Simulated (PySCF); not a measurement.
# GaHBr2O (SMILES [OH][Ga]([Br])[Br]): levels of theory compared

Wanted: a comparison of 4 runs (HF/def2-SVP, PBE0/def2-SVP, M06-2X/6-311G**, PBE/def2-TZVP) of GaHBr2O. Input form: a Python script.

Program for the calculation: PySCF 2.14.0.

1 further run of the same task is left out (it didn't finish).

### Step 1. The system as given

The species is GaHBr2O (5 atoms), meant as a singlet with charge 0. As SMILES, `[OH][Ga]([Br])[Br]`. The shape is that of a PBE0-D4/def2-TZVP optimisation.

Bond lengths: O1–Ga2 1.767 Å, Ga2–Br3 2.270 Å, Ga2–Br4 2.255 Å, O1–H5 0.961 Å. Angles: O1–Ga2–Br3 120.3°, O1–Ga2–Br4 118.3°, Br3–Ga2–Br4 121.4°, Ga2–O1–H5 112.8°.

### Step 2. Energy and forces at HF/def2-SVP (run 1)

The input, mol.xyz:

```xyz
5

O     -0.174000     1.411800    -0.053000
Ga    -0.126900    -0.354100    -0.111200
Br     1.563000    -1.487900     0.895600
Br    -1.778100    -1.432600    -1.203600
H      0.565900     1.789000     0.430900
```

The input, run.py:

```python
# [OH][Ga]([Br])[Br]
import pyscf.grad
from pyscf import gto, scf

mol = gto.M(
    atom='mol.xyz',
    charge=0,
    max_memory=1860,
    basis='def2-svp',
    spin=0,
    verbose=4,
)

mf = scf.RHF(mol)
mf.conv_tol = 1e-10
mf.kernel()
if not mf.converged:
    mf = mf.newton().run(mf.mo_coeff, mf.mo_occ)

energy = mf.e_tot
print('Final energy', energy)
grad = mf.Gradients().kernel()
mf.analyze()
```

Started as:

```console
$ OMP_NUM_THREADS=1 python run.py
```

What it wrote:

```text
PySCF version 2.14.0

[... 94 lines left out ...]
MO #10  energy= -58.5189182541004  occ= 2
[... 20 lines left out ...]
MO #31  energy= -3.19653092489099  occ= 2
[... 20 lines left out ...]
MO #52  energy= -0.447807786884035 occ= 2
[... 20 lines left out ...]
MO #73  energy= 0.722581222797958  occ= 0
[... 20 lines left out ...]
MO #94  energy= 1.92688367920082   occ= 0
[... 20 lines left out ...]
MO #115 energy= 4.15984684879707   occ= 0
[... 123 lines left out ...]
Dipole moment(X, Y, Z, Debye):  1.17737,  0.52109,  0.76593
```

It took 54 s on 1 thread of Intel Xeon at 2.50GHz (Skylake/Cascade Lake), shared host; peak memory 0.28 GiB.

### Step 3. Energy and gradient at PBE0/def2-SVP (run 2)

The input, run.py:

```python
# [OH][Ga]([Br])[Br]
import pyscf.grad
from pyscf import gto, dft

molecule = gto.Mole()
molecule.atom = '''
O       -0.174000       1.411800      -0.053000
Ga      -0.126900      -0.354100      -0.111200
Br       1.563000      -1.487900       0.895600
Br      -1.778100      -1.432600      -1.203600
H        0.565900       1.789000       0.430900
'''
molecule.spin = 0
molecule.max_memory = 1860
molecule.charge = 0
molecule.verbose = 4
molecule.basis = 'def2-svp'
molecule.build()

calc0 = dft.RKS(molecule)
calc0.xc = 'pbe0'
calc0.grids.level = 5
calc0.conv_tol = 1e-10
calc0.kernel()
if not calc0.converged:
    calc0 = calc0.newton().run(calc0.mo_coeff, calc0.mo_occ)

energy = calc0.e_tot
print('Final energy', energy)
grad = calc0.Gradients().kernel()
calc0.analyze()
```

Started as:

```console
$ OMP_NUM_THREADS=1 python run.py
```

What it wrote:

```text
PySCF version 2.14.0

[... 106 lines left out ...]
MO #10  energy= -56.4241033014001  occ= 2
[... 20 lines left out ...]
MO #31  energy= -2.67957476378789  occ= 2
[... 20 lines left out ...]
MO #52  energy= -0.329641512821759 occ= 2
[... 20 lines left out ...]
MO #73  energy= 0.524005548288183  occ= 0
[... 20 lines left out ...]
MO #94  energy= 1.65151729132521   occ= 0
[... 20 lines left out ...]
MO #115 energy= 3.72716906361135   occ= 0
[... 123 lines left out ...]
Dipole moment(X, Y, Z, Debye):  1.04237,  0.64224,  0.68711
```

Run time: 98 s. Hardware: 1 thread of Intel Xeon at 2.50GHz (Skylake/Cascade Lake), shared host; peak memory 1.2 GiB.

Run 3 isn't shown in full; the table further down has it.

### Step 4. Energy and gradient at PBE/def2-TZVP (run 4)

The input, input.xyz:

```xyz
5
Br2GaHO
O     -0.174000     1.411800    -0.053000
Ga    -0.126900    -0.354100    -0.111200
Br     1.563000    -1.487900     0.895600
Br    -1.778100    -1.432600    -1.203600
H      0.565900     1.789000     0.430900
```

The input, calc.py:

```python
# [OH][Ga]([Br])[Br]
from pyscf import gto, dft

mol = gto.Mole()
mol.atom = 'input.xyz'
mol.max_memory = 1860
mol.verbose = 3
mol.basis = 'def2-tzvp'
mol.build()

mf = dft.RKS(mol, xc='pbe')
mf.grids.level = 5
mf.conv_tol = 1e-10
mf.kernel()
if not mf.converged:
    mf = mf.newton().run(mf.mo_coeff, mf.mo_occ)

energy = mf.e_tot
print('E(%s) = %.9f' % ('PBE', energy))
grad = mf.nuc_grad_method().kernel()
mf.analyze()
```

Started as:

```console
$ OMP_NUM_THREADS=1 python calc.py
```

What it wrote:

```text
converged SCF energy = -7148.03115295968
[... 35 lines left out ...]
MO #26  energy= -3.65288263113252  occ= 2
[... 30 lines left out ...]
MO #57  energy= -0.0685644997713738 occ= 0
[... 30 lines left out ...]
MO #88  energy= 0.590662791583185  occ= 0
[... 30 lines left out ...]
MO #119 energy= 1.48073847997704   occ= 0
[... 30 lines left out ...]
MO #150 energy= 2.81979360634094   occ= 0
[... 30 lines left out ...]
MO #181 energy= 43.0497306315598   occ= 0
[... 6 lines left out ...]
Dipole moment(X, Y, Z, Debye):  0.90712,  0.61377,  0.60067
```

Run time: 5.4 min. Hardware: 1 thread of Intel Xeon at 2.50GHz (Skylake/Cascade Lake), shared host; peak memory 2.5 GiB.

### Step 5. All runs side by side

```csv
run,level,integration grid,energy (Eh),dipole moment (D),HOMO energy (eV),LUMO energy (eV),wall time
1,HF/def2-SVP,–,-7142.744849,1.50,-11.59,1.89,54 s
2,PBE0/def2-SVP,5,-7147.281318,1.40,-8.60,-1.60,98 s
3,M06-2X/6-311G**,5,-7149.131812,1.43,-9.94,-0.93,3 min
4,PBE/def2-TZVP,5,-7148.031153,1.25,-7.42,-2.66,5.4 min
```

### Step 6. Summary of results

| quantity | value |
| --- | --- |
| run 4: total energy | -7148.03115 Eh |
| run 4: dipole moment | 1.25 D |
| run 4: HOMO energy | -7.42 eV |
| run 4: LUMO energy | -2.66 eV |
| run 4: HOMO–LUMO gap | 4.76 eV |
| run 4: largest force on an atom | 0.699 eV/Å |

The dipole moment (its size) runs from 1.25 D (PBE/def2-TZVP) to 1.50 D (HF/def2-SVP). The two ends differ in method and basis. The HOMO–LUMO gap runs from 4.76 eV (PBE/def2-TZVP) to 13.47 eV (HF/def2-SVP). Totals of different functionals can't be ranked against each other. All runs together took 11 min, the longest 5.4 min.
